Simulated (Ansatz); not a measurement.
# C4H12GaGeN: up Jacob's ladder to CCSD(T)

An exercise on one series of results from a longer session: the logs are not shown, and one member is left open.

Program: Ansatz 0.2.0, Gaussian basis. Level of theory: functionals in def2-TZVPP, the program's frozen cores in correlated methods. These are calculated values, not measurements.

The runs, in order: LDA (SPW92), PBE-D4, revPBE-D4, BLYP-D4, r2SCAN-D4, B97M-V, PBE0-D4, B3LYP-D4, r2SCANh-D4, r2SCAN0-D4, HSE06-D4, BHLYP-D4, CAM-B3LYP-D4, LC-ωPBE, ωB97X-V, ωB97M-V, B2PLYP, PBE-QIDH; CCSD(T)/def2-SVP; CCSD(T)/def2-TZVPP; MP2/def2-QZVPP; extrapolation to the limit; RPA on PBE.

### The relaxed structure

All runs share one geometry, relaxed beforehand with PBE0-D4 in a triple-zeta def2 set.

SMILES `C/[C]([GeH3])=[N]\[Ga]([CH3])[CH3]`, 19 atoms, charge 0, spin multiplicity 1.

Atoms are counted from 1 here; the program's logs count them from 0.

Bond lengths: C1–C2 1.505 Å, C1–H8 1.092 Å, C1–H9 1.095 Å, C1–H10 1.095 Å, C2–Ge3 1.997 Å, C2–N4 1.246 Å, Ge3–H11 1.533 Å, Ge3–H12 1.543 Å, Ge3–H13 1.543 Å, N4–Ga5 1.826 Å, Ga5–C6 1.964 Å, Ga5–C7 1.964 Å, C6–H14 1.093 Å, C6–H15 1.090 Å, C6–H16 1.093 Å, C7–H17 1.093 Å, C7–H18 1.090 Å, C7–H19 1.093 Å. Angles: C2–C1–H8 110.6°, C2–C1–H9 110.3°, C2–C1–H10 110.3°, H8–C1–H9 109.4°, H8–C1–H10 109.4°, H9–C1–H10 106.7°, C1–C2–Ge3 116.3°, C1–C2–N4 125.2°, Ge3–C2–N4 118.4°, C2–Ge3–H11 108.6°, C2–Ge3–H12 110.6°, C2–Ge3–H13 110.7°, H11–Ge3–H12 109.9°, H11–Ge3–H13 109.9°, H12–Ge3–H13 107.3°, C2–N4–Ga5 155.5°, N4–Ga5–C6 115.7°, N4–Ga5–C7 115.7° and more.

The first run:

The input, in.yaml:

```yaml
crystal:
  periodic: [false, false, false]
  atoms:
    - {symbol: C, position_ang: [1.757414, -1.489140, -0.739105]}
    - {symbol: C, position_ang: [1.082501, -0.155189, -0.913773]}
    - {symbol: Ge, position_ang: [1.829668, 1.035959, -2.332136]}
    - {symbol: N, position_ang: [0.109487, 0.250540, -0.250033]}
    - {symbol: Ga, position_ang: [-1.192109, 0.143325, 1.026645]}
    - {symbol: C, position_ang: [-0.736861, 0.912914, 2.774876]}
    - {symbol: C, position_ang: [-2.937485, -0.511739, 0.409738]}
    - {symbol: H, position_ang: [1.274617, -2.063165, 0.055107]}
    - {symbol: H, position_ang: [2.815662, -1.350619, -0.495562]}
    - {symbol: H, position_ang: [1.720635, -2.058975, -1.673116]}
    - {symbol: H, position_ang: [1.029626, 2.344089, -2.342585]}
    - {symbol: H, position_ang: [1.739319, 0.355501, -3.713910]}
    - {symbol: H, position_ang: [3.319633, 1.334316, -2.064233]}
    - {symbol: H, position_ang: [-0.827099, 0.156278, 3.558424]}
    - {symbol: H, position_ang: [0.283693, 1.296814, 2.779854]}
    - {symbol: H, position_ang: [-1.419194, 1.727269, 3.029741]}
    - {symbol: H, position_ang: [-3.221572, -1.411933, 0.960762]}
    - {symbol: H, position_ang: [-2.911696, -0.750864, -0.653803]}
    - {symbol: H, position_ang: [-3.716248, 0.234610, 0.583128]}
basis:
  gaussian: {orbitals: def2-TZVPP}
hamiltonian: {xc: lda}
output: {orbitals: {seedname: orbitals}}
```

On the command line:

```bash
$ ansatz run in.yaml --threads 4 --pin off --events-out ev --progress --plain --max-ram 63488MiB --backend cuda --devices 0, --max-vram 37GiB
```

Among the steps run: LDA; PBE-D4 (GGA); revPBE-D4 (GGA); BLYP-D4 (GGA); r2SCAN-D4 (meta-GGA); B97M-V (meta-GGA); PBE0-D4 (hybrid); B3LYP-D4 (hybrid); r2SCANh-D4 (hybrid); r2SCAN0-D4 (hybrid); HSE06-D4 (hybrid); BHLYP-D4 (hybrid); CAM-B3LYP-D4 (range-separated); LC-ωPBE (range-separated); ωB97X-V (range-separated); ωB97M-V (range-separated); B2PLYP (double hybrid); PBE-QIDH (double hybrid).

One of the session's tables, all rows but one given; the rest of the session is left out.

It belongs to the step «Orbital energies across the functionals». 

| functional | HOMO (eV) | gap (eV) |
| --- | --- | --- |
| LDA (SPW92) | -4.97 | 3.31 |
| PBE-D4 | -4.78 | 3.35 |
| revPBE-D4 | -4.70 | 3.36 |
| BLYP-D4 | -4.67 | 3.38 |
| r2SCAN-D4 | ? | ? |
| B97M-V | -5.06 | 3.90 |
| PBE0-D4 | -5.87 | 5.52 |
| B3LYP-D4 | -5.70 | 5.11 |
| r2SCANh-D4 | -5.36 | 4.53 |
| r2SCAN0-D4 | -6.00 | 5.76 |
| HSE06-D4 | -5.48 | 4.74 |
| BHLYP-D4 | -6.92 | 7.45 |
| CAM-B3LYP-D4 | -7.16 | 7.83 |
| LC-ωPBE | -8.39 | 10.23 |
| ωB97X-V | -8.10 | 9.75 |
| ωB97M-V | -8.03 | 9.43 |

Q: Estimate the row for r2SCAN-D4 from the others.

Worked estimate for «HOMO (eV)». Against the share of exact exchange, r2SCANh-D4 (0.1, -5.36), r2SCAN0-D4 (0.25, -6.00) give a slope of -4.27 per unit share; at 0 the line stands at -4.93.

The run gave: HOMO (eV): -4.95; gap (eV): 3.72. In «HOMO (eV)» the line misses by +0.02.
